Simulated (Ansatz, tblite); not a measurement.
# The cluster Sn₁₉H₂₉: a ladder of methods and basis sets

The task here is to estimate one member of a computed series from the others.

Program: Ansatz 0.2.0, Gaussian basis. Level of theory: as each input shows. These are calculated values, not measurements.

Plan: GFN1-xTB, GFN2-xTB, PBE-D4/def2-SVP, r2SCAN-D4/def2-SVP, PBE-QIDH/def2-SVP, r2SCAN-D4/def2-mTZVP.

4 further runs of the same task are left out: 3 for a known fault of the program, 1 set aside as unsound or not needed.

### The structure

The doublet was relaxed beforehand with PBE-D4/def2-SVP.

48 atoms, charge 0, spin multiplicity 2.

Bond lengths: Sn1–Sn11 2.814 Å, Sn1–Sn12 2.837 Å, Sn1–H20 1.741 Å, Sn1–H21 1.738 Å, Sn2–Sn11 2.815 Å, Sn2–Sn14 2.819 Å, Sn2–H22 1.738 Å, Sn2–H23 1.738 Å, Sn3–Sn11 2.814 Å, Sn3–Sn15 2.837 Å, Sn3–H24 1.738 Å, Sn3–H25 1.741 Å, Sn4–Sn12 2.837 Å, Sn4–Sn15 2.837 Å, Sn4–H26 1.761 Å, Sn5–Sn14 2.823 Å, Sn5–Sn15 2.820 Å, Sn5–Sn17 2.821 Å and more. Angles: Sn11–Sn1–Sn12 110.5°, Sn11–Sn1–H20 110.1°, Sn11–Sn1–H21 110.3°, Sn12–Sn1–H20 109.4°, Sn12–Sn1–H21 109.3°, H20–Sn1–H21 107.1°, Sn11–Sn2–Sn14 108.6°, Sn11–Sn2–H22 110.2°, Sn11–Sn2–H23 110.3°, Sn14–Sn2–H22 110.2°, Sn14–Sn2–H23 110.2°, H22–Sn2–H23 107.3°, Sn11–Sn3–Sn15 110.5°, Sn11–Sn3–H24 110.3°, Sn11–Sn3–H25 110.1°, Sn15–Sn3–H24 109.3°, Sn15–Sn3–H25 109.4°, H24–Sn3–H25 107.1° and more.

Sn takes a core potential in the def2 sets. No spin-orbit coupling is included.

PBE0-D4/def2-SVP was run before; its log isn't repeated, and its numbers join the tables.

The first run:

Tight binding, by tblite at 300 K electronic temperature and without a spin-polarisation term:

```python
tblite.interface.Calculator('GFN1-xTB', numbers, positions, charge=0, uhf=1).singlepoint()
```

Tight binding, by tblite at 300 K electronic temperature and without a spin-polarisation term:

```python
tblite.interface.Calculator('GFN2-xTB', numbers, positions, charge=0, uhf=1).singlepoint()
```

start.molden holds the orbitals of an earlier run on this state, given as this run's starting guess.

File in.yaml:

```yaml
crystal:
  periodic: [false, false, false]
  atoms:
    - {symbol: Sn, position_ang: [-4.058167, -0.814791, -2.340356]}
    - {symbol: Sn, position_ang: [-0.883154, -0.884597, -5.648145]}
    - {symbol: Sn, position_ang: [-0.809205, -4.059100, -2.342799]}
    - {symbol: Sn, position_ang: [-0.843072, -0.845948, 0.895445]}
    - {symbol: Sn, position_ang: [2.454633, -0.797843, -2.409716]}
    - {symbol: Sn, position_ang: [-1.127723, -1.133149, 5.622792]}
    - {symbol: Sn, position_ang: [2.675997, -0.755613, 2.971745]}
    - {symbol: Sn, position_ang: [-0.799879, 2.453328, -2.407751]}
    - {symbol: Sn, position_ang: [2.967771, 2.969335, 0.387934]}
    - {symbol: Sn, position_ang: [-0.755084, 2.671936, 2.972884]}
    - {symbol: Sn, position_ang: [-2.479200, -2.481274, -3.967292]}
    - {symbol: Sn, position_ang: [-2.417805, 0.856321, -0.738926]}
    - {symbol: Sn, position_ang: [-2.518746, 0.819900, 4.156470]}
    - {symbol: Sn, position_ang: [0.754481, 0.755677, -4.042849]}
    - {symbol: Sn, position_ang: [0.860364, -2.417952, -0.740455]}
    - {symbol: Sn, position_ang: [1.964671, 1.963433, 2.831932]}
    - {symbol: Sn, position_ang: [4.247300, 0.937457, -1.093577]}
    - {symbol: Sn, position_ang: [0.826154, -2.521635, 4.155212]}
    - {symbol: Sn, position_ang: [0.934389, 4.247530, -1.092488]}
    - {symbol: H, position_ang: [-5.099028, 0.172583, -3.326353]}
    - {symbol: H, position_ang: [-5.083364, -1.769808, -1.311847]}
    - {symbol: H, position_ang: [-1.885080, 0.093693, -6.677074]}
    - {symbol: H, position_ang: [0.095522, -1.885163, -6.678208]}
    - {symbol: H, position_ang: [-1.762546, -5.085358, -1.313934]}
    - {symbol: H, position_ang: [0.178900, -5.098561, -3.329560]}
    - {symbol: H, position_ang: [-1.986311, -1.990662, 1.591104]}
    - {symbol: H, position_ang: [3.381556, -1.856982, -3.442583]}
    - {symbol: H, position_ang: [-2.240671, -2.247518, 6.350553]}
    - {symbol: H, position_ang: [-0.310237, -0.314918, 6.919115]}
    - {symbol: H, position_ang: [3.010270, -1.262381, 1.342620]}
    - {symbol: H, position_ang: [4.187482, -0.858928, 3.831086]}
    - {symbol: H, position_ang: [-1.860779, 3.379515, -3.439493]}
    - {symbol: H, position_ang: [4.176006, 4.179411, 0.737404]}
    - {symbol: H, position_ang: [-1.262701, 3.005974, 1.343984]}
    - {symbol: H, position_ang: [-0.859955, 4.183064, 3.832721]}
    - {symbol: H, position_ang: [-3.514039, -3.517054, -4.913123]}
    - {symbol: H, position_ang: [-3.467516, 1.845864, 0.236806]}
    - {symbol: H, position_ang: [-3.507458, 0.086468, 2.935404]}
    - {symbol: H, position_ang: [-3.587218, 1.681609, 5.225148]}
    - {symbol: H, position_ang: [1.754030, 1.756508, -5.064913]}
    - {symbol: H, position_ang: [1.851766, -3.466721, 0.234359]}
    - {symbol: H, position_ang: [5.326452, 0.054686, -0.056305]}
    - {symbol: H, position_ang: [5.227978, 1.688678, -2.320182]}
    - {symbol: H, position_ang: [0.093581, -3.510993, 2.934126]}
    - {symbol: H, position_ang: [1.689523, -3.589158, 5.223486]}
    - {symbol: H, position_ang: [0.051300, 5.325214, -0.053924]}
    - {symbol: H, position_ang: [1.684442, 5.229400, -2.318837]}
    - {symbol: H, position_ang: [2.775571, 2.774624, 4.146258]}
basis:
  gaussian: {orbitals: def2-SVP, fitting: {mean_field: def2-universal-jkfit}, initial_orbitals: start.molden}
magnetization: {spin_polarized: true, initial_magnetization: 1}
hamiltonian: {xc: pbe, dispersion: d4}
scf: {omitted_lower_state_checks: [starts]}
output: {forces: true, orbitals: {seedname: orbitals}}
```

Command:

```sh
> ansatz run in.yaml --threads 4 --pin off --events-out ev --progress --plain --max-ram 46080MiB --backend cuda --devices 0, --max-vram 37GiB
```

Steps of the session up to this table: PBE-D4/def2-SVP; r2SCAN-D4/def2-SVP; PBE-QIDH/def2-SVP; r2SCAN-D4/def2-mTZVP.

One table of the session follows, with a row left open; its other results are not shown here.

It belongs to the step «Binding energy». 

| level | binding an atom (eV) |
| --- | --- |
| PBE-D4/def2-SVP | 2.402 |
| r2SCAN-D4/def2-SVP | 2.402 |
| r2SCAN-D4/def2-mTZVP | 2.376 |
| PBE0-D4/def2-SVP | ? |

Q: Estimate the row for PBE0-D4/def2-SVP from the others.

**Answer.** binding an atom (eV): 2.396. In the column «binding an atom (eV)» it lies between r2SCAN-D4/def2-mTZVP (2.376) and PBE-D4/def2-SVP (2.402).

Caveats from the session: Free atoms were run apart at each level; binding is atoms less cluster, divided by the number of atoms, without zero-point or spin-orbit terms.
